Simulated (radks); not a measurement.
# Co⁺ inside a hard spherical wall

An exercise on one series of results from a longer session: the logs are not shown, and one member is left open.

The numbers are computed with radks (a radial shooting solver on a logarithmic mesh, Libxc functionals) version 1 (scalar-relativistic Kohn-Sham, LDA (Slater exchange, Perdew-Wang correlation), spin-polarised, spherical densities, point nucleus; open shells are filled with parallel spins first), except any that are marked as measured or tabulated.

## The system

- element: cobalt (Z = 27)
- charge: +1
- electrons: 26
- configuration: [Ar] 3d8

The outer shells:

Co⁺
```
[Ar] core
3d [↑↓][↑↓][↑↓][↑ ][↑ ]
```

The first run:

Settings of this run:

```text
Z 27
configuration [Ar] 3d8 4s0 4p0 4d0
relativity scalar-relativistic
functional lda,pw
spin polarised
nucleus point
c 137.035999084
```

Among the steps run: The free atom; Wall at 10 bohr; Wall at 8 bohr; Wall at 7 bohr; Wall at 6 bohr; Wall at 5 bohr; Wall at 3.5 bohr; Wall at 2.5 bohr; Wall at 2 bohr.

One table of the session follows, with a row left open; its other results are not shown here.

| R (bohr) | E − E(free) (eV) | ε(4s, empty) (eV) | ε(4p, empty) (eV) | ε(4d, empty) (eV) | pressure (GPa) |
| --- | --- | --- | --- | --- | --- |
| free | 0.000 | -11.627 | -6.583 | -1.988 | 0 |
| 10 | 0.000 | -11.627 | -6.571 | -1.391 | < 0.0001 |
| 8 | 0.002 | -11.614 | -6.480 | -0.469 | 0.00387 |
| 7 | 0.009 | -11.567 | -6.292 | 0.532 | 0.0274 |
| 6 | 0.050 | -11.376 | -5.778 | 2.380 | 0.200 |
| 5 | 0.266 | -10.642 | -4.341 | 6.071 | 1.54 |
| 3.5 | ? | ? | ? | ? | ? |
| 2.5 | 23.435 | 21.555 | 36.035 | 62.089 | 685 |
| 2 | 74.906 | 68.104 | 86.952 | 116.16 | 4125 |

Q: Estimate the row for R (bohr) = 3.5 from the others.

Worked estimate for «E − E(free) (eV)». A straight line through the neighbours (5, 0.266) and (2.5, 23.435) gives 0.266 + (23.435 − 0.266) × (3.5 − 5) / (2.5 − 5) = 14.167; a parabola fitted to 4 rows on both sides gives 5.697.

**Answer.** E − E(free) (eV): 3.467; ε(4s, empty) (eV): -4.163; ε(4p, empty) (eV): 5.005; ε(4d, empty) (eV): 22.435; pressure (GPa): 43.3. In «E − E(free) (eV)» the line misses by +10.700 and the parabola by +2.230.

What this shows: Eigenvalues are for spin up. At the tightest wall, 2 bohr, the energy stands 74.906 eV above the free atom and the pressure, −dE/dV, is 4125 GPa. Shells are not refilled when levels cross, and a hard wall is a model, not a crystal.
